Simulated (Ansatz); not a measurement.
# CH5AlBF: the cost of one run

All numbers are computed with the Python package of Ansatz 0.2.0. Level of theory: PBE0/def2-SVP.

## (1) The system

Bond lengths: C1–B2 1.530 Å, B2–Al3 2.068 Å, Al3–F4 1.705 Å, C1–H5 1.165 Å, C1–H6 1.086 Å, C1–H7 1.146 Å, B2–H8 1.228 Å, Al3–H9 1.603 Å. Angles: C1–B2–Al3 119.3°, C1–B2–H8 120.7°, Al3–B2–H8 120.0°, B2–C1–H5 109.8°, B2–C1–H6 114.8°, B2–C1–H7 110.5°, H5–C1–H6 107.6°, H5–C1–H7 105.7°, H6–C1–H7 108.0°, B2–Al3–F4 121.9°, B2–Al3–H9 117.7°, F4–Al3–H9 120.3°.

ch5albf.xyz, read by the script:

```xyz
9

C    -0.67610    1.00500    0.60510
B     0.60390    0.39470    0.02990
Al    0.54540   -1.51020   -0.77290
F    -0.89070   -2.42830   -0.81290
H    -1.47740    1.10430   -0.23520
H    -1.12220    0.44370    1.42030
H    -0.48170    2.07240    0.97560
H     1.66110    1.01840    0.05460
H     1.92620   -2.14630   -1.28170
```

## (2) The script

Contents of md.py:

```python
"""Molecular dynamics of one CH5AlBF molecule."""

import ansatz as az
import numpy as np

molecule = az.Crystal.molecule_from_extxyz("ch5albf.xyz")

job = (
    molecule.calculation()
    .basis(gaussian="def2-SVP")
    .functional("pbe0")
)
symbols = [site.symbol for site in molecule.cartesian_sites]
start = np.array([site.position_ang for site in molecule.cartesian_sites], dtype=float)
summary = job.relax(force_tolerance=0.02).run().report
end = np.array(summary["positions_ang"])
minimum = az.Crystal.molecule()
for symbol, place in zip(symbols, end):
    minimum = minimum.atom(symbol, place.tolist())

# dynamics from the relaxed geometry
job = (
    minimum.calculation()
    .basis(gaussian="def2-SVP")
    .functional("pbe0")
    .md("nvt_langevin", timestep=0.25, steps=40, temperature=200, initial_velocities="maxwell_boltzmann", seed=18, friction=0.02)
)
frames = []
result = job.session().plan().execute(on_event=lambda e: frames.append(e["data"]) if e["event"] == "md_step" else None)
print("t (fs)   E_pot (eV)      E_kin (eV)   T (K)   d(0-1) (A)")
for f in frames[::2]:
    xyz = np.array(f["positions_ang"])
    print(f"{f['time_fs']:6.2f} {f['lagrangian_ev']:14.5f} {f['e_kin_ev']:10.5f} {f['temperature_k']:8.1f} {np.linalg.norm(xyz[0] - xyz[1]):9.4f}")
print("mean temperature", round(float(np.mean([f["temperature_k"] for f in frames])), 1), "K")
symbols = [site.symbol for site in molecule.cartesian_sites]
with open("last_frame.xyz", "w") as handle:
    handle.write(f"{len(symbols)}\nt = {frames[-1]['time_fs']} fs\n")
    handle.writelines("{:2s} {:10.5f} {:10.5f} {:10.5f}\n".format(s, *xyz) for s, xyz in zip(symbols, frames[-1]["positions_ang"]))
```

## (3) The input behind the calls

The engine receives this input (first run):

```yaml
crystal:
  periodic: [false, false, false]
  atoms:
    - { symbol: C, position_ang: [-0.6761, 1.005, 0.6051] }
    - { symbol: B, position_ang: [0.6039, 0.3947, 0.0299] }
    - { symbol: Al, position_ang: [0.5454, -1.5102, -0.7729] }
    - { symbol: F, position_ang: [-0.8907, -2.4283, -0.8129] }
    - { symbol: H, position_ang: [-1.4774, 1.1043, -0.2352] }
    - { symbol: H, position_ang: [-1.1222, 0.4437, 1.4203] }
    - { symbol: H, position_ang: [-0.4817, 2.0724, 0.9756] }
    - { symbol: H, position_ang: [1.6611, 1.0184, 0.0546] }
    - { symbol: H, position_ang: [1.9262, -2.1463, -1.2817] }
basis:
  gaussian:
    orbitals: def2-SVP
hamiltonian:
  xc: pbe0
relax:
  f_tol: 0.02
```

## (4) Running it

Run with:

```sh
> python md.py
```

Q: Estimate wall time and peak memory on 1 thread of Arm Neoverse V1, shared host.

About 3.5 min, with a peak of 0.23 GiB.
